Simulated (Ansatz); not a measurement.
# C2H6O3Si: basis-set convergence

One table from this session's results is given with a row withheld; the runs are named, their logs left out.

Method: one geometry, several basis sets; program: Ansatz 0.2.0, Gaussian basis.

The runs, in order: PBE0-D4/def2-SVP; ωB97M-V/def2-SVP; PBE0-D4/def2-QZVPP; ωB97M-V/def2-QZVPP; the functionals' def2-TZVPP values are taken from earlier runs.

### Structure used throughout

The geometry comes from an earlier relaxation with PBE0-D4 in a triple-zeta def2 set; it is a stationary point, not always the lowest conformer.

SMILES `C=C[Si](O)(O)O`, 12 atoms, charge 0, spin multiplicity 1.

Atoms are counted from 1 here; the program's logs count them from 0.

Bond lengths: C1–C2 1.331 Å, C1–H7 1.087 Å, C1–H8 1.086 Å, C2–Si3 1.848 Å, C2–H9 1.089 Å, Si3–O4 1.633 Å, Si3–O5 1.643 Å, Si3–O6 1.637 Å, O4–H10 0.959 Å, O5–H11 0.958 Å, O6–H12 0.958 Å. Angles: C2–C1–H7 121.6°, C2–C1–H8 122.3°, H7–C1–H8 116.0°, C1–C2–Si3 123.3°, C1–C2–H9 118.1°, Si3–C2–H9 118.5°, C2–Si3–O4 105.8°, C2–Si3–O5 110.5°, C2–Si3–O6 114.2°, O4–Si3–O5 114.1°, O4–Si3–O6 107.2°, O5–Si3–O6 105.2°, Si3–O4–H10 116.9°, Si3–O5–H11 117.2°, Si3–O6–H12 116.9°.

Set-up of the first run:

Contents of in.yaml:

```yaml
crystal:
  periodic: [false, false, false]
  atoms:
    - {symbol: C, position_ang: [-1.486984, -1.381065, 0.024026]}
    - {symbol: C, position_ang: [-0.172869, -1.183199, 0.089498]}
    - {symbol: Si, position_ang: [0.606435, 0.490508, 0.011152]}
    - {symbol: O, position_ang: [1.900002, 0.332175, -0.972975]}
    - {symbol: O, position_ang: [-0.485972, 1.611217, -0.490395]}
    - {symbol: O, position_ang: [1.156907, 1.043588, 1.449757]}
    - {symbol: H, position_ang: [-2.182865, -0.554194, -0.090306]}
    - {symbol: H, position_ang: [-1.929618, -2.371304, 0.086674]}
    - {symbol: H, position_ang: [0.471995, -2.052051, 0.209700]}
    - {symbol: H, position_ang: [2.558905, 1.027829, -0.939262]}
    - {symbol: H, position_ang: [-0.886283, 1.478093, -1.350563]}
    - {symbol: H, position_ang: [0.527248, 1.503203, 2.006694]}
basis:
  gaussian: {orbitals: def2-SVP}
hamiltonian: {xc: pbe0, dispersion: d4}
output: {orbitals: {seedname: orbitals}}
```

Launch:

```bash
$ ansatz run in.yaml --threads 4 --pin off --events-out ev --progress --plain --max-ram 10444MiB
```

Among the steps run: PBE0-D4 in def2-SVP; ωB97M-V in def2-SVP; PBE0-D4 in def2-QZVPP; ωB97M-V in def2-QZVPP.

One table of the session follows, with a row left open; its other results are not shown here.

```
functional       basis  HOMO (eV)  LUMO (eV)
   PBE0-D4    def2-SVP      -7.95      -0.21
   PBE0-D4  def2-TZVPP      -8.07      -0.46
   PBE0-D4  def2-QZVPP          ?          ?
   ωB97M-V    def2-SVP     -10.22       2.02
   ωB97M-V  def2-TZVPP     -10.35       1.66
   ωB97M-V  def2-QZVPP     -10.38       1.46
```

Q: Estimate the row for PBE0-D4, def2-QZVPP from the others.

**Answer.** HOMO (eV): -8.10; LUMO (eV): -0.53. In the column «HOMO (eV)» it lies between ωB97M-V, def2-SVP (-10.22) and PBE0-D4, def2-TZVPP (-8.07).
